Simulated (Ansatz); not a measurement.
# Ba: the cost of one run

Method: DFT PBEsol, frozen-core PAW, scalar-relativistic unless said, in Ansatz 0.2.0.

## (1) The starting structure

It takes space group Fm-3m (No. 225, cubic). Conventional cell: a = 6.465 Å, b = 6.465 Å, c = 6.465 Å, α = 90.00°, β = 90.00°, γ = 90.00°.

Structure file:

```
Ba
1.0
     0.00000    3.23267    3.23267
     3.23267    0.00000    3.23267
     3.23267    3.23267    0.00000
Ba
1
Direct
  0.00000 0.00000 0.00000
```

Cartesian axes are those of the input's lattice vectors. The structure goes back to a database entry.

## (2) Cell and atoms relaxed, PAW

File input.yaml:

```yaml
crystal:
  lattice:
    - [0.0, 3.2326650028, 3.2326650028]
    - [3.2326650028, 0.0, 3.2326650028]
    - [3.2326650028, 3.2326650028, 0.0]
  atoms:
    - { symbol: Ba, position: [0.0, 0.0, 0.0] }
kpoints:
  mp_grid: { grid: [12, 12, 12] }
scf:
  occupations: { method: fermi_dirac, width: 0.05 }
hamiltonian:
  xc: pbesol
  pseudopotentials: { kind: paw }
relax:
  f_tol: 0.002
  max_steps: 80
  cell: {}
output:
  forces: true
  stress: true
```

Started as:

```console
$ ansatz run input.yaml --threads 2 --pin off --max-ram 5120MiB --backend cpu --events-out ev --progress --plain --runs-dir out
```

Q: Estimate wall time and peak memory on 2 threads of Arm Neoverse V2, shared host.

About 5.1 s, with a peak of 0.36 GiB.
